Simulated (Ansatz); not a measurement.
**CH₅ClGeOS: up Jacob's ladder to CCSD(T)**

One table from this session's results is given with a row withheld; the runs are named, their logs left out.

Computed with Ansatz 0.2.0, Gaussian basis. Level: functionals in def2-TZVPP, the program's frozen cores in correlated methods.

The runs, in order: LDA (SPW92), PBE-D4, revPBE-D4, BLYP-D4, r2SCAN-D4, B97M-V, PBE0-D4, B3LYP-D4, r2SCANh-D4, r2SCAN0-D4, HSE06-D4, BHLYP-D4, CAM-B3LYP-D4, LC-ωPBE, ωB97X-V, ωB97M-V, B2PLYP, PBE-QIDH; CCSD(T)/def2-SVP; CCSD(T)/def2-TZVPP; MP2/def2-QZVPP; extrapolation to the limit; RPA on PBE.

## The relaxed structure

The geometry comes from an earlier relaxation with PBE0-D4 in a triple-zeta def2 set; it is a stationary point, not always the lowest conformer.

SMILES `O[CH](Cl)[GeH2][SH]`, 10 atoms, charge 0, spin multiplicity 1.

Atoms are counted from 1 here; the program's logs count them from 0.

Bond lengths: O1–C2 1.377 Å, O1–H6 0.964 Å, C2–Cl3 1.818 Å, C2–Ge4 1.980 Å, C2–H7 1.092 Å, Ge4–S5 2.220 Å, Ge4–H8 1.532 Å, Ge4–H9 1.534 Å, S5–H10 1.344 Å. Angles: C2–O1–H6 109.8°, O1–C2–Cl3 112.0°, O1–C2–Ge4 108.5°, O1–C2–H7 113.0°, Cl3–C2–Ge4 107.2°, Cl3–C2–H7 104.2°, Ge4–C2–H7 111.8°, C2–Ge4–S5 108.4°, C2–Ge4–H8 109.7°, C2–Ge4–H9 107.8°, S5–Ge4–H8 106.2°, S5–Ge4–H9 111.9°, H8–Ge4–H9 112.7°, Ge4–S5–H10 93.3°.

The first run:

Input file in.yaml:

```yaml
crystal:
  periodic: [false, false, false]
  atoms:
    - {symbol: O, position_ang: [1.327053, 0.773971, 0.575238]}
    - {symbol: C, position_ang: [0.103340, 0.255194, 0.933421]}
    - {symbol: Cl, position_ang: [0.231110, -0.867110, 2.358327]}
    - {symbol: Ge, position_ang: [-0.601416, -0.801799, -0.584899]}
    - {symbol: S, position_ang: [-0.852842, 0.552241, -2.325907]}
    - {symbol: H, position_ang: [1.637275, 1.378977, 1.257973]}
    - {symbol: H, position_ang: [-0.605720, 1.019999, 1.258023]}
    - {symbol: H, position_ang: [-1.999993, -1.325851, -0.245003]}
    - {symbol: H, position_ang: [0.397333, -1.928567, -0.875688]}
    - {symbol: H, position_ang: [0.447160, 0.891744, -2.348585]}
basis:
  gaussian: {orbitals: def2-TZVPP}
hamiltonian: {xc: lda}
output: {orbitals: {seedname: orbitals}}
```

Launch:

```
ansatz run in.yaml --threads 4 --pin off --events-out ev --progress --plain --max-ram 10444MiB
```

Steps of the session up to this table: LDA; PBE-D4 (GGA); revPBE-D4 (GGA); BLYP-D4 (GGA); r2SCAN-D4 (meta-GGA); B97M-V (meta-GGA); PBE0-D4 (hybrid); B3LYP-D4 (hybrid); r2SCANh-D4 (hybrid); r2SCAN0-D4 (hybrid); HSE06-D4 (hybrid); BHLYP-D4 (hybrid); CAM-B3LYP-D4 (range-separated); LC-ωPBE (range-separated); ωB97X-V (range-separated); ωB97M-V (range-separated); B2PLYP (double hybrid); PBE-QIDH (double hybrid).

One table of the session follows, with a row left open; its other results are not shown here.

It belongs to the step «Frontier levels by functional». 

```
  functional  HOMO (eV)  gap (eV)
 LDA (SPW92)      -6.22      5.02
      PBE-D4      -6.11      5.14
   revPBE-D4      -6.06      5.19
     BLYP-D4      -5.95      5.08
   r2SCAN-D4      -6.41      5.68
      B97M-V      -6.51      5.83
     PBE0-D4      -7.35      7.36
    B3LYP-D4      -7.11      6.85
  r2SCANh-D4      -6.86      6.49
  r2SCAN0-D4          ?         ?
    HSE06-D4      -6.95      6.59
    BHLYP-D4      -8.45      9.42
CAM-B3LYP-D4      -8.67      9.72
     LC-ωPBE     -10.06     12.35
     ωB97X-V      -9.71     11.86
     ωB97M-V      -9.54     11.40
```

**Question.** Estimate the row for r2SCAN0-D4.

Worked estimate for «HOMO (eV)». Against the share of exact exchange, r2SCAN-D4 (0, -6.41), r2SCANh-D4 (0.1, -6.86) give a slope of -4.50 per unit share; at 0.25 the line stands at -7.53.

**Answer.** HOMO (eV): -7.54; gap (eV): 7.70. In «HOMO (eV)» the line misses by +0.01.
